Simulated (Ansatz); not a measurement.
# La (Lanthanum): the cost of one run

Method: DFT PBE, scalar-relativistic, plane waves, PAW, in Ansatz 0.2.0.

1 further run of the same task is left out (set aside as unsound or not needed).

### Step 1. The system as given

It takes space group P6_3/mmc (No. 194, hexagonal). Conventional cell: a = 3.771 Å, b = 3.771 Å, c = 6.110 Å, α = 90.00°, β = 90.00°, γ = 120.00°. La (site symmetry -6m2) has 12 La at 3.75 to 3.77 Å as nearest neighbours.

Coordinates:

```cif
data_structure
_symmetry_space_group_name_H-M 'P6_3/mmc'
_symmetry_Int_Tables_number 194
_cell_length_a 3.7713
_cell_length_b 3.7713
_cell_length_c 6.1099
_cell_angle_alpha 90.000
_cell_angle_beta 90.000
_cell_angle_gamma 120.000
_cell_volume 75.26
loop_
_atom_site_label
_atom_site_type_symbol
_atom_site_symmetry_multiplicity
_atom_site_Wyckoff_symbol
_atom_site_fract_x
_atom_site_fract_y
_atom_site_fract_z
_atom_site_occupancy
La1 La 2 c 0.33333 0.66667 0.25000 1
```

This cell was relaxed beforehand with the same method: volume 37.63 Å³/atom, gap on the mesh none (metal).

### Step 2. Electronic structure at the relaxed geometry

input.yaml reads:

```yaml
crystal:
  lattice:
    - [3.7712918038, 0.0, 0.0]
    - [-1.8856459019, 3.2660345072, 0.0]
    - [0.0, 0.0, 6.1098724239]
  atoms:
    - { symbol: La, position: [0.3333333333, 0.6666666667, 0.25] }
    - { symbol: La, position: [0.6666666667, 0.3333333333, 0.75] }
basis:
  ecutwfc: 420
kpoints:
  mp_grid: { grid: [15, 15, 8] }
  band_path:
    path:
      - [[0.0, 0.0, 0.0], [0.5, 0.0, 0.0], [0.33333333, 0.33333333, 0.0], [0.0, 0.0, 0.0], [0.0, 0.0, 0.5], [0.5, 0.0, 0.5], [0.33333333, 0.33333333, 0.5], [0.0, 0.0, 0.5]]
      - [[0.5, 0.0, 0.5], [0.5, 0.0, 0.0]]
      - [[0.33333333, 0.33333333, 0.5], [0.33333333, 0.33333333, 0.0]]
    npoints: 14
hamiltonian:
  xc: pbe
scf:
  occupations: { method: gaussian, width: 0.1 }
  n_extra_bands: 6
output:
  forces: true
  stress: true
  eigenvalues: true
  populations: true
  dos: { projected: true, de: 0.02, nscf_kmesh: { grid: [23, 23, 12] } }
  bader: true
  write_density: true
  write_potential: true
  elf: true
  volumetric_format: npy
```

Launch:

```console
$ ansatz run input.yaml --threads 1 --pin off --max-ram 2560MiB --backend cpu --events-out ev --progress --plain --runs-dir out
```

Q: Estimate wall time and peak memory on 1 thread of an Arm CPU, shared host.

About 39 s, with a peak of 0.55 GiB.
